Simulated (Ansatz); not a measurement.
# C₃H₈BN: one species, many methods

Aim: compute C₃H₈BN with functionals from several rungs and with coupled cluster. The yardstick is the atomisation energy at the CCSD(T) limit.

The runs use Ansatz 0.2.0, Gaussian basis; functionals in def2-TZVPP, the program's frozen cores in correlated methods.

Levels to be run: LDA (SPW92), PBE-D4, revPBE-D4, BLYP-D4, r2SCAN-D4, B97M-V, PBE0-D4, B3LYP-D4, r2SCANh-D4, r2SCAN0-D4, HSE06-D4, BHLYP-D4, CAM-B3LYP-D4, LC-ωPBE, ωB97X-V, ωB97M-V, B2PLYP, PBE-QIDH; CCSD(T)/def2-SVP; CCSD(T)/def2-TZVPP; MP2/def2-QZVPP; extrapolation to the limit; RPA on PBE.

**1. The geometry**

An earlier PBE0-D4 in a triple-zeta def2 set relaxation fixed the geometry.

SMILES `C/C=C\BN`, 13 atoms, charge 0, spin multiplicity 1.

Atoms are counted from 1 here; the program's logs count them from 0.

Bond lengths: C1–C2 1.489 Å, C1–H6 1.089 Å, C1–H7 1.095 Å, C1–H8 1.095 Å, C2–C3 1.339 Å, C2–H9 1.091 Å, C3–B4 1.548 Å, C3–H10 1.092 Å, B4–N5 1.395 Å, B4–H11 1.199 Å, N5–H12 1.007 Å, N5–H13 1.005 Å. Angles: C2–C1–H6 112.4°, C2–C1–H7 110.4°, C2–C1–H8 110.4°, H6–C1–H7 108.6°, H6–C1–H8 108.6°, H7–C1–H8 106.2°, C1–C2–C3 127.1°, C1–C2–H9 114.5°, C3–C2–H9 118.4°, C2–C3–B4 126.7°, C2–C3–H10 115.4°, B4–C3–H10 117.8°, C3–B4–N5 119.9°, C3–B4–H11 123.2°, N5–B4–H11 116.9°, B4–N5–H12 123.2°, B4–N5–H13 123.2°, H12–N5–H13 113.6°.

As a file:

```mol
C3H8BN
  3D, bonds by distance, orders not assigned

 13 12  0  0  0  0  0  0  0  0999 V2000
   -1.3726   -0.9754    1.1625 C   0  0
   -0.6823    0.3431    1.1351 C   0  0
    0.2156    0.7661    0.2364 C   0  0
    0.7447   -0.0230   -0.9859 B   0  0
    1.6796    0.5630   -1.8394 N   0  0
   -1.0691   -1.6194    0.3390 H   0  0
   -2.4583   -0.8382    1.1172 H   0  0
   -1.1685   -1.4934    2.1056 H   0  0
   -0.9596    1.0153    1.9481 H   0  0
    0.6024    1.7743    0.3990 H   0  0
    0.3913   -1.1379   -1.2514 H   0  0
    2.0410    1.4929   -1.7053 H   0  0
    2.0561    0.0977   -2.6462 H   0  0
  1  2  8  0
  2  3  8  0
  3  4  8  0
  4  5  8  0
  1  6  8  0
  1  7  8  0
  1  8  8  0
  2  9  8  0
  3 10  8  0
  4 11  8  0
  5 12  8  0
  5 13  8  0
M  END
```

**2. LDA**

This LDA is Slater exchange with PW92 correlation.

The input, in.yaml:

```yaml
crystal:
  periodic: [false, false, false]
  atoms:
    - {symbol: C, position_ang: [-1.372631, -0.975362, 1.162511]}
    - {symbol: C, position_ang: [-0.682266, 0.343135, 1.135133]}
    - {symbol: C, position_ang: [0.215630, 0.766145, 0.236372]}
    - {symbol: B, position_ang: [0.744740, -0.022997, -0.985891]}
    - {symbol: N, position_ang: [1.679612, 0.563037, -1.839406]}
    - {symbol: H, position_ang: [-1.069071, -1.619419, 0.339018]}
    - {symbol: H, position_ang: [-2.458298, -0.838231, 1.117236]}
    - {symbol: H, position_ang: [-1.168535, -1.493359, 2.105612]}
    - {symbol: H, position_ang: [-0.959552, 1.015260, 1.948056]}
    - {symbol: H, position_ang: [0.602431, 1.774278, 0.399023]}
    - {symbol: H, position_ang: [0.391339, -1.137860, -1.251433]}
    - {symbol: H, position_ang: [2.041018, 1.492939, -1.705333]}
    - {symbol: H, position_ang: [2.056084, 0.097734, -2.646197]}
basis:
  gaussian: {orbitals: def2-TZVPP}
hamiltonian: {xc: lda}
output: {orbitals: {seedname: orbitals}}
```

The runs that follow: PBE-D4 (GGA); revPBE-D4 (GGA); BLYP-D4 (GGA); r2SCAN-D4 (meta-GGA); B97M-V (meta-GGA); PBE0-D4 (hybrid); B3LYP-D4 (hybrid); r2SCANh-D4 (hybrid); r2SCAN0-D4 (hybrid); HSE06-D4 (hybrid); BHLYP-D4 (hybrid); CAM-B3LYP-D4 (range-separated); LC-ωPBE (range-separated); ωB97X-V (range-separated); ωB97M-V (range-separated); B2PLYP (double hybrid); PBE-QIDH (double hybrid); CCSD(T) in def2-SVP; CCSD(T) in def2-TZVPP; MP2 in def2-QZVPP; RPA on PBE orbitals.

Before running them: what should the planned runs give, taken together? Wanted: atomisation energy, CCSD(T)/CBS; farthest beyond LDA; mean size of error, GGA; mean size of error, meta-GGA; mean size of error, hybrid; mean size of error, range-separated; mean size of error, double hybrid; gap, smallest and largest; T1 diagnostic.

The runs gave:

| quantity | value |
| --- | --- |
| atomisation energy, CCSD(T)/CBS | 5226.8 kJ/mol |
| functionals within 26.1 kJ/mol (0.5 %) | revPBE-D4, r2SCANh-D4, LC-ωPBE, ωB97X-V, B2PLYP, PBE-QIDH |
| farthest beyond LDA | PBE-D4 (+137.8 kJ/mol) |
| mean size of error, GGA | 61.5 kJ/mol |
| mean size of error, meta-GGA | 31.2 kJ/mol |
| mean size of error, hybrid | 47.9 kJ/mol |
| mean size of error, range-separated | 30.8 kJ/mol |
| mean size of error, double hybrid | 8.6 kJ/mol |
| gap, smallest and largest | 4.44 eV (LDA (SPW92)), 11.46 eV (LC-ωPBE) |
| T1 diagnostic | 0.0120 |
| triples share of the correlation energy | 4.1 % |

**Reading.** The LDA atomisation energy is off by 732.7 kJ/mol (14 %): it overbinds. PBE-D4 is off by +137.8 kJ/mol. Double hybrids carry the basis error of their MP2 part in triple zeta, and no dispersion term here, so their miss is partly the set-up's. Taken by rung, double hybrid functionals do best (8.6 kJ/mol on average) and GGA ones worst beyond LDA (61.5 kJ/mol). Misses under about 26.1 kJ/mol are within the doubt on the reference itself, which lacks core-valence correlation, relativity and higher excitations. Hartree-Fock recovers 75 % of the binding; the rest is correlation. CCSD(T) in def2-SVP is off by -215.5 kJ/mol, so the small basis spoils what the method gains. The gap grows from 4.4 to 11.5 eV across the functionals, mostly with the share of exact exchange.
